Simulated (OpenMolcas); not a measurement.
# Ni⁴⁺ among point charges: CASSCF and CASPT2 levels and susceptibility

How does a field of 6 point charges split the states of Ni⁴⁺, and what χT follows?

The numbers are computed with OpenMolcas 26.06 (state-averaged CASSCF and CASPT2, spin-orbit coupling by RASSI with atomic mean-field integrals), except any that are marked as measured or tabulated.

## Step 1: What is computed

```
Species                           : Ni⁴⁺ (nickel, Z = 28, 24 electrons)
Basis                             : ANO-RCC-VDZP [5s4p2d1f], 34 functions
Scalar Hamiltonian                : DKH2, point nucleus
Inactive shells                   : 1s 2s 2p 3s 3p
Active space                      : 6 electrons in 5 orbitals (3d)
Some configurations of this space : 3d6
Orbitals                          : optimised for each spin and parity, averaged over all roots
```

The outer shells:

3d6
```
3d [↑↓][↑ ][↑ ][↑ ][↑ ]
```

The ion sits among 6 point charges of -1.5 e arranged as a tetragonal octahedron (D4h), 1.82 Å from the ion, with the axial distance 1.893 Å.

Each step is its own input file, run in one work folder so that later steps find the files of earlier ones. Labels, J, g values, rates, χT and fits are worked out afterwards by a script from the matrices that RASSI stores. The input lists half of the charges; inversion (Group=XYZ) makes the rest.

## Step 2: One- and two-electron integrals

File a.inp:

```
&GATEWAY
Coord
1

Ni 0.0 0.0 0.0
Basis=ANO-RCC-VDZP
Group=XYZ
NoMove
AngMom=0.0 0.0 0.0
AMFI
XField
3 Angstrom 0
1.820000 0.000000 0.000000 -1.500000
0.000000 1.820000 0.000000 -1.500000
0.000000 0.000000 1.892800 -1.500000
&SEWARD
```

On the command line:

```console
> OMP_NUM_THREADS=1 MOLCAS_MEM=1689 MOLCAS_PROJECT=a pymolcas a.inp > a.log
```

## Step 3: Reference wave functions, quintets of even parity, 5 roots

File a.inp:

```
&RASSCF
FileOrb=start.orb
Symmetry=1
Spin=5
nActEl=6 0 0
Inactive=3 6
Ras2=5 0
CIRoot=5 5 1
SDav=5
CIMx=300
Iter=120 100
PrWF=0.3
OrbListing=Nothing
MaxOrb=0
>>> COPY $Project.JobIph JOB001
```

start.orb holds the contracted functions of the basis, ordered by shell, or the orbitals of the step before.

## Step 4: CASSCF: triplets of even parity, 45 roots

File a.inp:

```
&RASSCF
FileOrb=start.orb
Symmetry=1
Spin=3
nActEl=6 0 0
Inactive=3 6
Ras2=5 0
CIRoot=45 45 1
SDav=45
CIMx=300
Iter=120 100
PrWF=0.3
OrbListing=Nothing
MaxOrb=0
>>> COPY $Project.JobIph JOB002
```

## Step 5: Reference wave functions, singlets of even parity, 50 roots

File a.inp:

```
&RASSCF
FileOrb=start.orb
Symmetry=1
Spin=1
nActEl=6 0 0
Inactive=3 6
Ras2=5 0
CIRoot=50 50 1
SDav=50
CIMx=300
Iter=120 100
PrWF=0.3
OrbListing=Nothing
MaxOrb=0
>>> COPY $Project.JobIph JOB003
```

## Step 6: RASSI: spin-orbit coupling between the states

File a.inp:

```
&RASSI
NrOfJobIphs=3 5 45 50
1 2 3 4 5
1 2 3 4 5 6 7 8 9 10 11 12 13 14 15 16 17 18 19 20 21 22 23 24 25 26 27
28 29 30 31 32 33 34 35 36 37 38 39 40 41 42 43 44 45
1 2 3 4 5 6 7 8 9 10 11 12 13 14 15 16 17 18 19 20 21 22 23 24 25 26 27
28 29 30 31 32 33 34 35 36 37 38 39 40 41 42 43 44 45 46 47 48 49 50
IphNames
JOB001
JOB002
JOB003
EJob
SpinOrbit
DIPRint=1.0
SOCoupling=1000.0
Subsets=2
Property=9
'ANGMOM' 1 'ANGMOM' 2 'ANGMOM' 3 'MLTPL  1' 1 'MLTPL  1' 2 'MLTPL  1' 3
'AMFI' 1 'AMFI' 2 'AMFI' 3
SOProperty=3
'ANGMOM' 1 'ANGMOM' 2 'ANGMOM' 3
```

## Step 7: CASPT2: IPEA 0.25, imaginary shift 0.1 (closed shells correlated: 3s 3p)

File a.inp:

```
>>> COPY JOB001 $Project.JobIph
&CASPT2
Multistate=5 1 2 3 4 5
NoMult
Frozen=2 3
IPEA=0.25
Imaginary=0.1
MaxIter=60
WThr=0.0 0.3 0.05
PrWF=0.5
NoMix
>>> COPY JOB002 $Project.JobIph
&CASPT2
Multistate=45 1 2 3 4 5 6 7 8 9 10 11 12 13 14 15 16 17 18 19 20 21 22
23 24 25 26 27 28 29 30 31 32 33 34 35 36 37 38 39 40 41 42 43 44 45
NoMult
Frozen=2 3
IPEA=0.25
Imaginary=0.1
MaxIter=60
WThr=0.0 0.3 0.05
PrWF=0.5
NoMix
>>> COPY JOB003 $Project.JobIph
&CASPT2
Multistate=50 1 2 3 4 5 6 7 8 9 10 11 12 13 14 15 16 17 18 19 20 21 22
23 24 25 26 27 28 29 30 31 32 33 34 35 36 37 38 39 40 41 42 43 44 45 46
47 48 49 50
NoMult
Frozen=2 3
IPEA=0.25
Imaginary=0.1
MaxIter=60
WThr=0.0 0.3 0.05
PrWF=0.5
NoMix
```

(Steps that only read results are left out.)

Q: Predict the outcome of this session. Wanted: spin-free ground state; first state of the same spin within the active space; lowest level; next level.

As calculated:

| quantity | value |
| --- | --- |
| method | SS-CASPT2, IPEA 0.25, imaginary shift 0.1 (closed shells correlated: 3s 3p) |
| spin-free ground state | 5E, 2-fold in its orbital part |
| first state of the same spin within the active space | 5B2 at 633 cm⁻¹ |
| lowest level | 2-fold E, g = 0.00, 0.00, 8.80 |
| next level | 16.9 cm⁻¹ |
| χT at 300 K | 4.62 cm³ K/mol |
| effective moment at 300 K | 6.08 μB |

Cost by method:

| method | time of its own steps | time with the reference |
| --- | --- | --- |
| A. CASSCF | 29 s | 29 s |
| B. SS-CASPT2, IPEA 0.25, imaginary shift 0.1, +3s 3p | 6.4 s | 36 s |

Times are of one thread on a shared host.

What this shows: The spin-free ground state (5E) comes to 100 % from free-ion D terms and keeps the highest spin of the shell. χT at 300 K is 4.62, against 3.01 cm³ K/mol for the spin alone, so orbital moment adds to it. An active space of the d shell alone favours high spin; real ions in strong fields can be low spin. The field of point charges can differ much from that of real complexes. With metal d orbitals alone active, the gaps between spin states are rough; where two lie within a few thousand cm-1, their order is open. Point charges carry no covalency, so the field is a model and not that of real ligands.
